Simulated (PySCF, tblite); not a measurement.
# B₁₅N₁₅H₁₄: electronic excitations, NMR shifts

Aim: compute the electronic excitations, NMR shifts of B₁₅N₁₅H₁₄.

Computed with tblite 0.8.0 and PySCF 2.14.0 and routines of our own; the level stands in each step. Atoms count from 0.

### Step 1. The system as given

44 atoms, charge 0, multiplicity 1; geometry from: force field, distance geometry or constructed start.

### Step 2. Relaxing the molecule with GFN2-xTB

Job settings and geometry (Å):

```
{"job": {"kind": "relax", "xc": "GFN2-xTB", "basis": "xTB"}, "charge": 0, "multiplicity": 1}
B      2.474300     0.670300    -0.184600
N      1.772400     1.876200    -0.537800
B      2.261400     1.231800     2.253300
N      1.294400     2.239100     1.898200
B      1.463800     2.126200    -1.919100
N      0.145500     2.566300    -2.273000
B      0.932700     2.408500     0.509500
N     -0.447000     2.521100     0.166400
B     -0.833100     2.404700    -1.227100
N     -1.947800     1.572500    -1.573000
B     -1.370200     2.126200     1.206500
N     -2.248100     1.050700     0.860700
B     -2.376000     0.672800    -0.525900
N     -2.314600    -0.714900    -0.881500
B     -2.447300     0.080400     1.904600
N     -2.061000    -1.256700     1.562800
B     -2.159100    -1.081500    -2.269500
N     -1.199500    -2.087500    -2.619300
B     -1.818600    -1.576300     0.167400
N     -0.642600    -2.318800    -0.180300
B     -1.370400    -1.972900     2.601700
N     -0.052900    -2.414600     2.252100
B     -0.248800    -2.395300    -1.568000
N      1.113100    -2.181700    -1.924000
B      0.349400    -2.397300     0.861600
N      1.619200    -1.857000     0.515300
B      1.915400    -1.575800    -0.879500
N      2.508900    -0.324000    -1.225500
B      2.256800    -1.083000     1.554500
N      2.534800     0.276400     1.212000
H      2.779800     1.195800     3.298500
H      0.861200     2.831200     2.639900
H      2.277000     1.975400    -2.751700
H     -0.078500     2.968300    -3.197600
H     -2.405600     1.615100    -2.508900
H     -1.391600     2.650500     2.253000
H     -2.888300     0.351500     2.947600
H     -2.808000    -0.568300    -3.100300
H     -1.181300    -2.551200    -3.549300
H     -1.851400    -2.180600     3.648700
H      0.607000    -2.744600     2.991400
H      1.513500    -2.433000    -2.849800
H      2.941900    -0.144500    -2.161300
H      2.522200    -1.534000     2.602000
```

Command:

```bash
$ OMP_NUM_THREADS=2 python large_run.py task.json out
```

One launch serves the whole session: the jobs run in the order shown.

Output:

```text
step      E/eV     max force
  0   -1920.17186    2.187
  1   -1920.77582    1.620
  2   -1921.22301    1.067
  3   -1921.45026    0.671
  4   -1921.55841    0.596
  5   -1921.61788    0.515
  6   -1921.68030    0.323
  7   -1921.71508    0.288
  8   -1921.74183    0.304
  9   -1921.76625    0.272
 10   -1921.79043    0.287
 11   -1921.80804    0.208
 12   -1921.81988    0.196
 13   -1921.83033    0.204
 14   -1921.84140    0.199
 15   -1921.85220    0.176
 16   -1921.86019    0.113
 17   -1921.86492    0.115
 18   -1921.86822    0.091
 19   -1921.87119    0.083
 20   -1921.87351    0.072
 21   -1921.87519    0.067
 22   -1921.87662    0.066
 23   -1921.87804    0.065
 24   -1921.87935    0.057
 25   -1921.88040    0.048
 26   -1921.88127    0.054
 27   -1921.88212    0.052
 28   -1921.88296    0.041
 29   -1921.88365    0.043
 30   -1921.88417    0.036
 31   -1921.88460    0.040
 32   -1921.88501    0.036
 33   -1921.88542    0.032
 34   -1921.88583    0.034
 35   -1921.88620    0.036
 36   -1921.88649    0.029
 37   -1921.88670    0.020
 38   -1921.88686    0.019
```

Wall time 2.1 s (2 threads of Arm Neoverse N1, shared host); peak memory 0.16 GiB.

Relaxation path:

| step | energy from step 0 (eV) | largest force (eV/Å) |
| --- | --- | --- |
| 0 | 0.0000 | 2.1870 |
| 1 | -0.6040 | 1.6192 |
| 2 | -1.0512 | 1.0665 |
| 3 | -1.2784 | 0.6708 |
| 4 | -1.3866 | 0.5952 |
| 5 | -1.4460 | 0.5151 |
| 6 | -1.5084 | 0.3224 |
| 7 | -1.5432 | 0.2880 |
| 8 | -1.5700 | 0.3035 |
| 10 | -1.6186 | 0.2867 |
| 12 | -1.6480 | 0.1963 |
| 15 | -1.6803 | 0.1765 |
| 17 | -1.6931 | 0.1153 |
| 19 | -1.6993 | 0.0833 |
| 22 | -1.7048 | 0.0662 |
| 24 | -1.7075 | 0.0573 |
| 26 | -1.7094 | 0.0545 |
| 29 | -1.7118 | 0.0433 |
| 31 | -1.7127 | 0.0400 |
| 34 | -1.7140 | 0.0343 |
| 35 | -1.7143 | 0.0366 |
| 36 | -1.7146 | 0.0288 |
| 37 | -1.7148 | 0.0207 |
| 38 | -1.7150 | 0.0188 |

Close pairs (by a distance rule), those that changed most:

| bond | before (Å) | after (Å) | change (Å) |
| --- | --- | --- | --- |
| N27–H42 | 1.047 | 1.009 | -0.038 |
| N21–H40 | 1.044 | 1.007 | -0.037 |
| N3–H31 | 1.043 | 1.007 | -0.036 |
| B2–N3 | 1.441 | 1.406 | -0.035 |
| N9–H34 | 1.043 | 1.009 | -0.034 |
| N17–H38 | 1.039 | 1.008 | -0.031 |
| N23–H41 | 1.040 | 1.009 | -0.031 |
| B4–N5 | 1.434 | 1.408 | -0.026 |

The end geometry stands in the next job.

### Step 3. Electronic excitations: TDA PBE0/def2-SVP

Job settings and geometry (Å):

```
{"job": {"kind": "uv", "basis": "def2-SVP", "grid": 1, "kgrid": 0, "vcut": 1.5, "nstates": 6, "ntriplets": 2, "tda": true, "delta": [], "pop": true, "xc": "PBE0"}, "charge": 0, "multiplicity": 1}
B      2.439912     0.613906    -0.185736
N      1.774940     1.828240    -0.564271
B      2.291311     1.245339     2.212804
N      1.435346     2.290992     1.825190
B      1.475060     2.221241    -1.914991
N      0.159996     2.632740    -2.204327
B      0.899871     2.318952     0.486913
N     -0.483764     2.535934     0.174059
B     -0.853866     2.364381    -1.210607
N     -2.070464     1.697536    -1.531317
B     -1.464266     2.165084     1.176469
N     -2.351249     1.105801     0.835220
B     -2.403789     0.689769    -0.551264
N     -2.391597    -0.702420    -0.900087
B     -2.521158     0.102645     1.867228
N     -2.054957    -1.199384     1.540811
B     -2.274699    -1.193650    -2.249240
N     -1.216493    -2.073391    -2.556226
B     -1.736880    -1.458280     0.152819
N     -0.599166    -2.245522    -0.191300
B     -1.375630    -1.983242     2.548066
N     -0.142444    -2.560707     2.187935
B     -0.192780    -2.296959    -1.565879
N      1.201253    -2.304600    -1.857408
B      0.383965    -2.366400     0.862162
N      1.724225    -1.954060     0.548777
B      1.971574    -1.624606    -0.837188
N      2.690352    -0.429915    -1.148074
B      2.358817    -1.121162     1.555669
N      2.565604     0.241130     1.209364
H      2.678168     1.143252     3.314115
H      1.036208     2.896136     2.524453
H      2.283459     2.177724    -2.767663
H     -0.105621     2.829667    -3.156333
H     -2.269812     1.500711    -2.500258
H     -1.425649     2.598775     2.266059
H     -2.854518     0.390470     2.952542
H     -3.004741    -0.832505    -3.097932
H     -1.057276    -2.345625    -3.513881
H     -1.782137    -2.054148     3.645093
H      0.461815    -2.921604     2.908485
H      1.496563    -2.236350    -2.819706
H      2.765025    -0.161781    -2.117838
H      2.542494    -1.507126     2.648003
```

Level: TDA PBE0/def2-SVP, vertical, gas phase, core orbitals frozen in the response, virtual orbitals cut by energy.

Output:

```text
start: PBE on a coarse grid of 37708 points
cycle   1  E = -1200.7817354878  dE =  5.167e+00  |g| = 1.428e+00  |ddm| = 8.581e+00
cycle   2  E = -1199.8071248513  dE =  9.746e-01  |g| = 2.494e+00  |ddm| = 4.675e+00
cycle   3  E = -1201.2390410788  dE = -1.432e+00  |g| = 2.360e-01  |ddm| = 3.276e+00
cycle   4  E = -1201.2526065522  dE = -1.357e-02  |g| = 1.054e-01  |ddm| = 4.314e-01
cycle   5  E = -1201.2550097484  dE = -2.403e-03  |g| = 3.701e-02  |ddm| = 1.356e-01
cycle   6  E = -1201.2553111878  dE = -3.014e-04  |g| = 1.343e-02  |ddm| = 4.943e-02
cycle   7  E = -1201.2553500896  dE = -3.890e-05  |g| = 2.823e-03  |ddm| = 1.500e-02
final grid: 166685 points
cycle   8  E = -1201.5713108098  dE = -2.013e-02  |g| = 3.622e-02  |ddm| = 6.590e-01
cycle   9  E = -1201.5715396951  dE = -2.289e-04  |g| = 2.469e-02  |ddm| = 8.922e-02
cycle  10  E = -1201.5716852410  dE = -1.455e-04  |g| = 8.941e-03  |ddm| = 3.912e-02
cycle  11  E = -1201.5717001977  dE = -1.496e-05  |g| = 2.676e-03  |ddm| = 1.113e-02
cycle  12  E = -1201.5717024631  dE = -2.265e-06  |g| = 9.614e-04  |ddm| = 3.425e-03
cycle  13  E = -1201.5717007142  dE =  1.749e-06  |g| = 2.351e-04  |ddm| = 1.276e-03
cycle  14  E = -1201.5717014775  dE = -7.633e-07  |g| = 6.196e-05  |ddm| = 3.225e-04
converged SCF energy = -1201.5717014775

Static polarisability (au): isotropic 230.633, principal 215.298 228.794 247.807

Singlet excitations
state   eV       nm        f      main configurations
  1   5.5145    224.8   0.01455   H->L 0.86
  2   5.6472    219.5   0.00605   H-1->L 0.55, H-2->L 0.21, H->L+1 0.10
  3   5.7306    216.4   0.02854   H-1->L+1 0.37, H->L+1 0.32, H-1->L 0.09
  4   5.7760    214.7   0.00337   H-1->L+1 0.46, H->L+1 0.36
  5   5.9125    209.7   0.00904   H-2->L 0.29, H-3->L 0.29, H-1->L 0.26
  6   5.9854    207.1   0.01067   H->L+2 0.43, H-3->L 0.15, H-2->L 0.15

Triplet excitations (Tamm-Dancoff, eV): 5.1985 5.2962
```

It took 2.3 min on 2 threads of Arm Neoverse N1, shared host; peak memory 1.6 GiB.

Frontier orbitals and where they lie:

| orbital | eV | atoms |
| --- | --- | --- |
| HOMO−4 | -7.88 | N9 11 %, N11 11 %, N21 8 % |
| HOMO−3 | -7.40 | N29 12 %, N3 11 %, N25 9 % |
| HOMO−2 | -7.35 | N11 13 %, N7 11 %, N15 9 % |
| HOMO−1 | -6.99 | N27 24 %, N23 13 %, N1 12 % |
| HOMO | -6.94 | N9 13 %, N13 13 %, N23 9 % |
| LUMO | -0.41 | B10 23 %, B12 15 %, B14 14 % |
| LUMO+1 | -0.19 | B28 24 %, B4 21 %, B0 15 % |
| LUMO+2 | 0.13 | B20 22 %, B24 20 %, B16 14 % |
| LUMO+3 | 0.27 | B14 23 %, B28 15 %, B6 10 % |

With each of the 6 states as a Gaussian band of 0.4 eV half-width at 1/e, the curve within the window shown has maxima at 216 nm (ε 2,600) L/(mol cm). Beyond the last state computed it falls off for lack of states. The curve at chosen wavelengths:

```csv
nm,ε (L/mol/cm)
197,629
199,856
201,1115
204,1534
206,1811
208,2064
210,2276
212,2433
215,2547
217,2538
219,2465
221,2336
223,2163
226,1850
228,1624
230,1398
232,1181
234,980
237,717
239,571
241,447
243,345
245,263
248,170
250,125
252,91
```

Ground-state properties from the same run:

| property | computed |
| --- | --- |
| dipole moment (D) | 4.40 |
| polarisability (Å³) | 34.18 |
| HOMO–LUMO gap (eV) | 6.53 |
| −ε(HOMO) (eV) | 6.94 |

### Step 4. NMR shifts: GIAO KT3/pcSseg-1

Settings changed since step 3:

```diff
@@ -1,2 +1,2 @@
-{"job": {"kind": "uv", "basis": "def2-SVP", "grid": 1, "kgrid": 0, "vcut": 1.5, "nstates": 6, "ntriplets": 2, "tda": true, "delta": [], "pop": true, "xc": "PBE0"}, "charge": 0, "multiplicity": 1}
+{"job": {"kind": "nmr", "xc": "KT3", "basis": "pcSseg-1", "pop": false}, "charge": 0, "multiplicity": 1}
 B      2.439912     0.613906    -0.185736
```

Method: GIAO KT3/pcSseg-1 NMR shielding, non-relativistic, gas phase.

Output:

```text
start: PBE on a coarse grid of 37708 points
cycle   1  E = -1201.5215986190  dE =  5.327e+00  |g| = 1.467e+00  |ddm| = 6.890e+00
cycle   2  E = -1200.5344060992  dE =  9.872e-01  |g| = 2.553e+00  |ddm| = 3.744e+00
cycle   3  E = -1201.9849134748  dE = -1.451e+00  |g| = 2.438e-01  |ddm| = 2.710e+00
cycle   4  E = -1201.9988973244  dE = -1.398e-02  |g| = 1.047e-01  |ddm| = 3.697e-01
cycle   5  E = -1202.0012029758  dE = -2.306e-03  |g| = 3.627e-02  |ddm| = 1.089e-01
cycle   6  E = -1202.0014729646  dE = -2.700e-04  |g| = 1.414e-02  |ddm| = 4.197e-02
cycle   7  E = -1202.0015156188  dE = -4.265e-05  |g| = 2.943e-03  |ddm| = 1.246e-02
final grid: 351903 points
cycle   8  E = -1222.9354791667  dE = -5.986e-02  |g| = 1.661e-01  |ddm| = 6.041e-01
cycle   9  E = -1222.9246816393  dE =  1.080e-02  |g| = 2.772e-01  |ddm| = 3.496e-01
cycle  10  E = -1222.9415094520  dE = -1.683e-02  |g| = 1.530e-02  |ddm| = 2.202e-01
cycle  11  E = -1222.9415662637  dE = -5.681e-05  |g| = 6.499e-03  |ddm| = 2.420e-02
cycle  12  E = -1222.9415737944  dE = -7.531e-06  |g| = 2.309e-03  |ddm| = 7.269e-03
cycle  13  E = -1222.9415766247  dE = -2.830e-06  |g| = 7.022e-04  |ddm| = 2.687e-03
cycle  14  E = -1222.9415755193  dE =  1.105e-06  |g| = 1.704e-04  |ddm| = 8.025e-04
cycle  15  E = -1222.9415751099  dE =  4.094e-07  |g| = 7.208e-05  |ddm| = 2.340e-04
converged SCF energy = -1222.9415751099

GIAO shielding tensors (ppm)
atom      isotropic    diamagn.    paramagn.     s11        s22        s33       span
  0 B       77.454     217.632    -140.178     60.947     67.579    103.836     42.889
  1 N      114.411     351.871    -237.460     37.744     72.101    233.388    195.644
  2 B       73.662     205.440    -131.777     48.219     64.120    108.647     60.428
  3 N      138.582     337.122    -198.539     45.116    156.120    214.511    169.395
  4 B       75.525     209.644    -134.119     49.975     62.162    114.438     64.464
  5 N      137.761     336.188    -198.427     35.649    168.435    209.200    173.551
  6 B       77.801     213.749    -135.948     62.834     67.267    103.303     40.469
  7 N      115.504     353.862    -238.358     48.608     61.681    236.225    187.617
  8 B       78.663     217.707    -139.045     58.206     71.441    106.341     48.134
  9 N      148.714     342.513    -193.799     69.272    155.201    221.670    152.398
 10 B       70.721     209.251    -138.529     48.921     54.662    108.580     59.659
 11 N       85.828     353.961    -268.133      1.610     29.940    225.934    224.325
 12 B       76.461     219.534    -143.073     59.153     67.016    103.214     44.062
 13 N      119.031     353.204    -234.174     44.755     71.845    240.491    195.737
 14 B       70.424     206.200    -135.776     48.413     57.419    105.439     57.026
 15 N       97.175     350.339    -253.164     15.445     35.009    241.070    225.625
 16 B       73.406     208.592    -135.186     48.776     59.496    111.946     63.169
 17 N      135.832     334.604    -198.772     34.245    164.386    208.866    174.621
 18 B       78.090     217.253    -139.163     62.899     67.079    104.292     41.393
 19 N      116.474     356.084    -239.610     50.365     65.670    233.387    183.022
 20 B       73.164     203.999    -130.835     48.897     63.589    107.005     58.108
 21 N      137.583     335.793    -198.210     44.724    153.181    214.845    170.121
 22 B       79.173     216.353    -137.181     59.521     72.172    105.824     46.303
 23 N      160.112     339.667    -179.555     88.676    176.942    214.717    126.040
 24 B       76.841     213.973    -137.132     61.739     67.835    100.951     39.212
 25 N      116.084     354.338    -238.255     53.493     62.616    232.141    178.648
 26 B       75.714     219.833    -144.119     57.707     66.094    103.340     45.633
 27 N      146.949     344.062    -197.112     66.239    154.180    220.429    154.189
 28 B       69.461     207.698    -138.237     48.172     54.019    106.190     58.018
 29 N       92.724     350.116    -257.392     11.852     34.023    232.297    220.444
 30 H       27.102      32.937      -5.834     25.065     26.622     29.619      4.554
 31 H       26.876      36.040      -9.164     22.973     26.043     31.613      8.640
 32 H       27.026      36.148      -9.122     24.828     27.146     29.102      4.274
 33 H       26.998      36.189      -9.191     23.588     25.414     31.992      8.404
 34 H       28.231      42.760     -14.528     24.141     28.313     32.239      8.098
 35 H       26.813      37.681     -10.868     24.702     27.064     28.673      3.971
 36 H       26.707      34.239      -7.531     24.847     26.357     28.919      4.071
 37 H       26.871      34.727      -7.856     24.485     26.953     29.175      4.691
 38 H       26.841      34.853      -8.012     23.086     25.559     31.879      8.793
 39 H       27.040      31.834      -4.794     24.661     26.762     29.697      5.036
 40 H       26.738      34.449      -7.712     22.704     25.865     31.643      8.939
 41 H       28.555      40.473     -11.918     24.603     27.276     33.784      9.181
 42 H       28.297      44.671     -16.375     24.358     28.555     31.977      7.619
 43 H       26.782      36.331      -9.549     24.616     26.845     28.884      4.267
```

Wall time 1.8 min (2 threads of Arm Neoverse N1, shared host); peak memory 1.5 GiB.

The references, computed at this level on geometries of the same kind, shield at (ppm): ¹H TMS 31.76, ¹⁵N NH3 264.4, ¹¹B BF3·OEt2 100.0. Their shielding less the atom's gives the shift. The references are single molecules in the gas phase, so shifts against H2O, NH3, PH3, H3PO4 or CFCl3 are not on the usual liquid scales and can be off by tens of ppm.

| atoms | environment | σ (ppm) | δ (ppm) |
| --- | --- | --- | --- |
| H36 | hydrogen on a boron bonded to 2 N | 26.71 | 5.05 |
| H40 | hydrogen on a nitrogen bonded to 2 B | 26.74 | 5.02 |
| H43 | hydrogen on a boron bonded to 2 N | 26.78 | 4.98 |
| H35 | hydrogen on a boron bonded to 2 N | 26.81 | 4.95 |
| H38 | hydrogen on a nitrogen bonded to 2 B | 26.84 | 4.92 |
| H37 | hydrogen on a boron bonded to 2 N | 26.87 | 4.89 |
| H31 | hydrogen on a nitrogen bonded to 2 B | 26.88 | 4.88 |
| H33 | hydrogen on a nitrogen bonded to 2 B | 27.00 | 4.76 |
| H32 | hydrogen on a boron bonded to 2 N | 27.03 | 4.73 |
| H39 | hydrogen on a boron bonded to 2 N | 27.04 | 4.72 |
| H30 | hydrogen on a boron bonded to 2 N | 27.10 | 4.66 |
| H34 | hydrogen on a nitrogen bonded to 2 B | 28.23 | 3.53 |
| H42 | hydrogen on a nitrogen bonded to 2 B | 28.30 | 3.46 |
| H41 | hydrogen on a nitrogen bonded to 2 B | 28.55 | 3.21 |
| B28 | boron bonded to 2 N, H | 69.5 | 30.5 |
| B14 | boron bonded to 2 N, H | 70.4 | 29.6 |
| B10 | boron bonded to 2 N, H | 70.7 | 29.3 |
| B20 | boron bonded to 2 N, H | 73.2 | 26.8 |
| B16 | boron bonded to 2 N, H | 73.4 | 26.6 |
| B2 | boron bonded to 2 N, H | 73.7 | 26.3 |
| B4 | boron bonded to 2 N, H | 75.5 | 24.4 |
| B26 | boron bonded to 3 N | 75.7 | 24.3 |
| B12 | boron bonded to 3 N | 76.5 | 23.5 |
| B24 | boron bonded to 3 N | 76.8 | 23.1 |
| B0 | boron bonded to 3 N | 77.5 | 22.5 |
| B6 | boron bonded to 3 N | 77.8 | 22.2 |
| B18 | boron bonded to 3 N | 78.1 | 21.9 |
| B8 | boron bonded to 3 N | 78.7 | 21.3 |
| B22 | boron bonded to 3 N | 79.2 | 20.8 |
| N11 | nitrogen bonded to 3 B | 85.8 | 178.6 |
| N29 | nitrogen bonded to 3 B | 92.7 | 171.7 |
| N15 | nitrogen bonded to 3 B | 97.2 | 167.2 |
| N1 | nitrogen bonded to 3 B | 114.4 | 150.0 |
| N7 | nitrogen bonded to 3 B | 115.5 | 148.9 |
| N25 | nitrogen bonded to 3 B | 116.1 | 148.3 |
| N19 | nitrogen bonded to 3 B | 116.5 | 147.9 |
| N13 | nitrogen bonded to 3 B | 119.0 | 145.4 |
| N17 | nitrogen bonded to 2 B, H | 135.8 | 128.6 |
| N21 | nitrogen bonded to 2 B, H | 137.6 | 126.8 |
| N5 | nitrogen bonded to 2 B, H | 137.8 | 126.6 |

Ring of atoms B0, N1, B2, N3, B6, N29: NICS(0) -2.1, NICS(1) -2.6, NICS(1)zz -1.7 ppm (means of both faces; NICS(1) differs between them: -4.1 and -1.1).

Ring of atoms B0, N25, B26, N27, B28, N29: NICS(0) -2.2, NICS(1) -2.8, NICS(1)zz -2.1 ppm (means of both faces; NICS(1) differs between them: -4.1 and -1.4).

Ring of atoms N1, B4, N5, B6, N7, B8: NICS(0) -2.3, NICS(1) -2.7, NICS(1)zz -2.8 ppm (means of both faces; NICS(1) differs between them: -3.7 and -1.6).

### Step 5. What came out

| quantity | value |
| --- | --- |
| lowest singlet (PBE0/def2-SVP) | 5.51 eV (225 nm), f = 0.015 |
| brightest single state of those computed | state 3, 5.73 eV, f = 0.029 |
| lowest triplet | 5.20 eV |
| ¹H shifts against TMS (KT3/pcSseg-1) | 5.05, 5.02, 4.98, 4.95, 4.92, 4.89, 4.88, 4.76, 4.73, 4.72, 4.66, 3.53, 3.46, 3.21 ppm |
| ¹¹B shifts against BF3·OEt2 (KT3/pcSseg-1) | 30.5, 29.6, 29.3, 26.8, 26.6, 26.3, 24.4, 24.3, 23.5, 23.1, 22.5, 22.2, 21.9, 21.3 ppm and more |
| ¹⁵N shifts against NH3 (KT3/pcSseg-1) | 178.6, 171.7, 167.2, 150.0, 148.9, 148.3, 147.9, 145.4, 128.6, 126.8, 126.6, 125.8, 117.4, 115.7 ppm and more |

The first singlet state (HOMO→LUMO 0.86) lies at 5.51 eV and is weak; of the 6 states computed, the strongest absorption comes from state 3 at 5.73 eV. The lowest triplet lies 0.32 eV below the lowest singlet.
